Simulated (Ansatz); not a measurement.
Working through an active-space calculation of BGeH5, SMILES [BH2][GeH3]

With Ansatz 0.2.0, Python API.

Notebook, run cell by cell (the value of a cell's last expression is shown):

```python
import ansatz as az
```

```python
system = (
    az.Crystal.molecule()
    .atom('B', (0.0248, -1.2269, 0.2733))
    .atom('Ge', (-0.0005, 0.7836, -0.1829))
    .atom('H', (-1.0841, -1.76, 0.2975))
    .atom('H', (1.0625, -1.7428, 0.4674))
    .atom('H', (-0.6193, 1.0003, -1.601))
    .atom('H', (-0.8164, 1.5807, 0.8773))
    .atom('H', (1.4943, 1.2971, -0.1773))
)
```

```python
calc = system.calculation().basis(gaussian='def2-SVP').correlation(active_electrons=4, active_orbitals=5)
for method in [None, 'sc_nevpt2', 'fic_mrcisd_q']:
    summary = (calc if method is None else calc.correlation(method)).run(threads=1, backend='cpu').report
    space = summary['configurations']
    state = space['states'][0]
    print(method or 'casscf', f'total {summary["free_energy_ev"] / 27.211386246:.6f} Ha, active-space state {state["energy"]["hartree"]:.6f} Ha, mean field {summary["reference_energy_ev"] / 27.211386246:.6f} Ha')
    print('  determinants', state['n_determinants'], ' natural occupations', [round(n, 3) for n in space['natural_occupations']])
print('effectively unpaired electrons, sum of min(n, 2 - n):', round(sum(min(n, 2 - n) for n in space['natural_occupations']), 3))
```

    casscf total -2102.663073 Ha, active-space state -2102.663073 Ha, mean field -2102.628406 Ha
      determinants 100  natural occupations [1.978, 1.97, 0.027, 0.019, 0.006]
    sc_nevpt2 total -2102.952079 Ha, active-space state -2102.663038 Ha, mean field -2102.628406 Ha
      determinants 100  natural occupations [1.978, 1.97, 0.027, 0.019, 0.006]
    RunWarning: the results are in doubt because another end's mean lies 0.079 eV lower, and its corrected mean 0.000 eV higher
    fic_mrcisd_q total -2102.984468 Ha, active-space state -2102.660132 Ha, mean field -2102.628406 Ha
      determinants 100  natural occupations [1.978, 1.968, 0.024, 0.015, 0.014]
    effectively unpaired electrons, sum of min(n, 2 - n): 0.108

The settings weren't tested for convergence. Warnings are shown shortened and without file and line. The geometry is a force-field or estimated start, not a minimum of this method, and the basis set is short of its limit. The active space starts as a window about the frontier orbitals and is then optimised, not chosen by chemistry. A lower CASSCF solution was found and passed over, so the printed active-space state isn't the lowest. Finished in 44 s on 1 thread of AMD EPYC 7R43 64-Core Processor (Zen 3) (shared host), peak memory 0.26 GiB.

(Lines on the test bed's own set-up are left out of the output.)
